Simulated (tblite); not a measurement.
# C4H9NOSi3: the cost of one run

Programs: tblite 0.8.0 and PySCF 2.14.0, with density-fitted response routines of our own. Each step states its level of theory. These are calculated values for one molecule in the gas phase, unless marked as measured. Atoms count from 0, in the outputs and in this text.

### Step 1. The molecule as given

18 atoms, charge 0, multiplicity 1; geometry from: force field or distance geometry start.

Bonds of the start (Å): N0–C1 1.13, C1–C2 1.48, C2–C3 1.50, C3–Si4 1.84, Si4–Si5 2.26, Si5–Si6 2.26, Si6–C7 1.86, C7–O8 1.24, C7–C3 1.47, C2–H9 1.10, C2–H10 1.13, C3–H11 1.13, Si4–H12 1.44, Si4–H13 1.47, Si5–H14 1.45, Si5–H15 1.45, Si6–H16 1.43, Si6–H17 1.46.

### Step 2. Geometry optimisation with GFN2-xTB

What the job is given:

```
{"job": {"kind": "relax", "xc": "GFN2-xTB", "basis": "xTB"}, "charge": 0, "multiplicity": 1}
N     -3.641400     1.385300     0.396500
C     -2.919000     0.587200     0.038700
C     -1.974600    -0.470400    -0.386300
C     -0.635800    -0.322300     0.278300
Si     0.036500     1.331600    -0.165800
Si     2.239000     0.881200    -0.376300
Si     1.941900    -1.085200     0.693800
C      0.292600    -1.390500    -0.102000
O      0.066200    -2.363500    -0.842300
H     -2.420300    -1.459900    -0.213000
H     -1.879600    -0.354400    -1.508100
H     -0.790700    -0.415600     1.391400
H     -0.534500     1.922600    -1.352100
H     -0.057000     2.176600     1.031200
H      2.592200     0.704900    -1.768500
H      3.068600     1.804300     0.373200
H      2.933700    -2.070600     0.388700
H      1.673700    -0.854900     2.111000
```

Started as:

```console
> OMP_NUM_THREADS=1 python probes_run.py task.json out
```

One launch serves the whole session: the jobs run in the order shown.

Q: Estimate the wall time and peak memory of this first job on 1 thread of Arm Neoverse N1, shared host.

About 2.1 s, with a peak of 0.18 GiB.
